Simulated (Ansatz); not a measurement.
# GeH7NSi: how energies converge with the basis set

Aim: see how fast density functionals converge with the basis set for GeH7NSi.

Computed with Ansatz 0.2.0, Gaussian basis. Level: one geometry, several basis sets.

The runs, in order: PBE0-D4/def2-SVP; ωB97M-V/def2-SVP; PBE0-D4/def2-QZVPP; ωB97M-V/def2-QZVPP; the functionals' def2-TZVPP values are taken from earlier runs.

## (1) Structure used throughout

An earlier PBE0-D4 in a triple-zeta def2 set relaxation fixed the geometry.

SMILES `[SiH3][NH][GeH3]`, 10 atoms, charge 0, spin multiplicity 1.

Atoms are counted from 1 here; the program's logs count them from 0.

Bond lengths: Si1–N2 1.718 Å, Si1–H4 1.486 Å, Si1–H5 1.489 Å, Si1–H6 1.492 Å, N2–Ge3 1.839 Å, N2–H7 1.009 Å, Ge3–H8 1.534 Å, Ge3–H9 1.543 Å, Ge3–H10 1.538 Å. Angles: N2–Si1–H4 107.3°, N2–Si1–H5 110.3°, N2–Si1–H6 114.2°, H4–Si1–H5 110.0°, H4–Si1–H6 107.9°, H5–Si1–H6 107.0°, Si1–N2–Ge3 127.5°, Si1–N2–H7 117.0°, Ge3–N2–H7 114.2°, N2–Ge3–H8 106.7°, N2–Ge3–H9 111.7°, N2–Ge3–H10 108.4°, H8–Ge3–H9 109.9°, H8–Ge3–H10 111.3°, H9–Ge3–H10 108.9°.

Coordinates:

```mol
GeH7NSi
  3D, bonds by distance, orders not assigned

 10  9  0  0  0  0  0  0  0  0999 V2000
   -1.1468    0.5222   -0.9456 Si  0  0
    0.4614    0.3191   -0.3757 N   0  0
    1.0201   -0.6758    1.0662 Ge  0  0
   -1.9237   -0.6685   -0.5129 H   0  0
   -1.1602    0.6272   -2.4305 H   0  0
   -1.8355    1.7358   -0.4161 H   0  0
    1.1591    0.9529   -0.7365 H   0  0
   -0.0189   -1.7874    1.2624 H   0  0
    1.1199    0.1804    2.3456 H   0  0
    2.4078   -1.2572    0.7459 H   0  0
  1  2  8  0
  2  3  8  0
  1  4  8  0
  1  5  8  0
  1  6  8  0
  2  7  8  0
  3  8  8  0
  3  9  8  0
  3 10  8  0
M  END
```

## (2) PBE0-D4 in def2-SVP

File in.yaml:

```yaml
crystal:
  periodic: [false, false, false]
  atoms:
    - {symbol: Si, position_ang: [-1.146787, 0.522250, -0.945597]}
    - {symbol: N, position_ang: [0.461357, 0.319059, -0.375660]}
    - {symbol: Ge, position_ang: [1.020062, -0.675791, 1.066217]}
    - {symbol: H, position_ang: [-1.923733, -0.668457, -0.512929]}
    - {symbol: H, position_ang: [-1.160247, 0.627163, -2.430535]}
    - {symbol: H, position_ang: [-1.835465, 1.735844, -0.416073]}
    - {symbol: H, position_ang: [1.159104, 0.952931, -0.736542]}
    - {symbol: H, position_ang: [-0.018890, -1.787371, 1.262444]}
    - {symbol: H, position_ang: [1.119882, 0.180441, 2.345620]}
    - {symbol: H, position_ang: [2.407818, -1.257169, 0.745853]}
basis:
  gaussian: {orbitals: def2-SVP}
hamiltonian: {xc: pbe0, dispersion: d4}
output: {orbitals: {seedname: orbitals}}
```

The runs that follow: ωB97M-V in def2-SVP; PBE0-D4 in def2-QZVPP; ωB97M-V in def2-QZVPP.

Q: Predict the results of all the runs planned. Wanted: PBE0-D4: double and triple zeta above quadruple; ωB97M-V: double and triple zeta above quadruple.

The runs gave:

| quantity | value |
| --- | --- |
| PBE0-D4: double and triple zeta above quadruple | 13.45, 1.61 eV |
| ωB97M-V: double and triple zeta above quadruple | 13.50, 1.55 eV |

In words: PBE0-D4 gains 11.84 eV from double to triple zeta, then 1.61 eV more. Total energies overstate the basis error of differences, where much of it tends to cancel. The LUMO of ωB97M-V is positive and keeps falling with the basis (2.24 to 1.23 eV): an unbound level that the basis holds in place.
